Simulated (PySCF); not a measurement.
# C4H10Br2Si (SiEt2Br2): the cost of one run

Programs: PySCF 2.14.0, with routines of our own; each step states its level. All values are computed. Atoms count from 0.

### 1 The starting structure

17 atoms, charge 0, multiplicity 1; geometry from: GFN2-xTB.

### 2 Magnetic properties: GIAO PBE/def2-SVP

What the job is given:

```
{"job": {"kind": "mag", "xc": "PBE", "basis": "def2-SVP"}, "charge": 0, "multiplicity": 1}
Si    -0.276860    -0.018860    -0.195390
C     -0.381940    -0.023880     1.698090
C     -1.814690     0.091700     2.207130
H      0.211550     0.800020     2.098240
H      0.063520    -0.944480     2.079890
H     -1.834030     0.070490     3.294300
H     -2.271080     1.024180     1.879200
H     -2.424330    -0.733630     1.842800
C      1.476510    -0.037830    -0.917840
C      1.485120    -0.031480    -2.442610
H      2.006970    -0.921040    -0.557550
H      2.027790     0.829460    -0.550410
H      2.506120    -0.040820    -2.817590
H      0.972530    -0.906860    -2.837820
H      0.991520     0.857830    -2.830710
Br    -1.347420     1.781890    -0.978370
Br    -1.391290    -1.796710    -0.971380
```

Method: GIAO PBE/def2-SVP magnetisability, rotational g tensor and spin-rotation constants, non-relativistic, gas phase.

On the command line:

```bash
$ OMP_NUM_THREADS=1 python excited_run.py task.json out
```

The driver reads the jobs from task.json and runs them one after another.

Q: Estimate the wall time and peak memory of this first job on 1 thread of Arm Neoverse N1, shared host.

About 84 s, with a peak of 0.76 GiB.
